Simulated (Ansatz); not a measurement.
**Cu3Pt: one candidate structure**

Where does Cu3Pt go from the start given, structure reported for this formula (Pm-3m, No. 221)?

Computed with Ansatz 0.2.0 (DFT r2SCAN, scalar-relativistic, plane waves, PAW, unless a step's input says otherwise).

## (1) The structure to begin with

Symmetry: Pm-3m, No. 221, cubic system. Conventional cell: a = 3.710 Å, b = 3.710 Å, c = 3.710 Å, α = 90.00°, β = 90.00°, γ = 90.00°. Cu (site symmetry 4/mmm) is surrounded by 8 Cu at 2.62 Å and 4 Pt at 2.62 Å. Pt (site symmetry m-3m) is surrounded by 12 Cu at 2.62 Å.

Structure file:

```cif
data_structure
_symmetry_space_group_name_H-M 'P 1'
_symmetry_Int_Tables_number 1
_cell_length_a 3.7100
_cell_length_b 3.7100
_cell_length_c 3.7100
_cell_angle_alpha 90.000
_cell_angle_beta 90.000
_cell_angle_gamma 90.000
_cell_volume 51.06
loop_
_atom_site_label
_atom_site_type_symbol
_atom_site_fract_x
_atom_site_fract_y
_atom_site_fract_z
_atom_site_occupancy
Cu1 Cu 0.00000 0.50000 0.50000 1
Cu2 Cu 0.50000 0.00000 0.50000 1
Cu3 Cu 0.50000 0.50000 0.00000 1
Pt1 Pt 0.00000 0.00000 0.00000 1
```

(A quick probe on a coarse mesh, which set the mesh and smearing, is not shown.)

## (3) A loose first relaxation

Contents of input.yaml:

```yaml
crystal:
  lattice:
    - [3.71, 0.0, 0.0]
    - [0.0, 3.71, 0.0]
    - [0.0, 0.0, 3.71]
  atoms:
    - { symbol: Cu, position: [0.0, 0.5, 0.5] }
    - { symbol: Cu, position: [0.5, 0.0, 0.5] }
    - { symbol: Cu, position: [0.5, 0.5, 0.0] }
    - { symbol: Pt, position: [0.0, 0.0, 0.0] }
basis:
  ecutwfc: 500
kpoints:
  mp_grid: { grid: [6, 6, 6] }
hamiltonian:
  xc: r2scan
scf:
  occupations: { method: gaussian, width: 0.1 }
  lower_state_search: "off"
output:
  forces: true
  stress: true
  eigenvalues: true
relax:
  adjacent_minimum: "off"
  f_tol: 0.04
  max_steps: 70
  cell: { stress_tol: 0.4 }
```

Started as:

```console
$ ansatz run input.yaml --threads 1 --pin off --max-ram 2560MiB --backend cpu --events-out ev --progress --plain --runs-dir out
```

Further runs follow: relaxing cell and atoms.

**Question.** What will these runs give?

As calculated:

Formation energies count from the elements, computed with the same settings in runs not shown here.

| quantity | value |
| --- | --- |
| cell | a = 3.683 Å, b = 3.683 Å, c = 3.683 Å, α = 90.00°, β = 90.00°, γ = 90.00° |
| space group | Pm-3m (No. 221) |
| volume | 12.49 Å³/atom |
| gap on the mesh | none (metal) |
| formation energy from the elements | -0.159 eV/atom |

What this shows: The space group stayed Pm-3m, and from the first guess the volume went from 12.77 to 12.49 Å³/atom. With -0.16 eV/atom it lies under the elements, which doesn't yet make it stable against other compounds of them. The runs treat Pt without spin-orbit coupling.
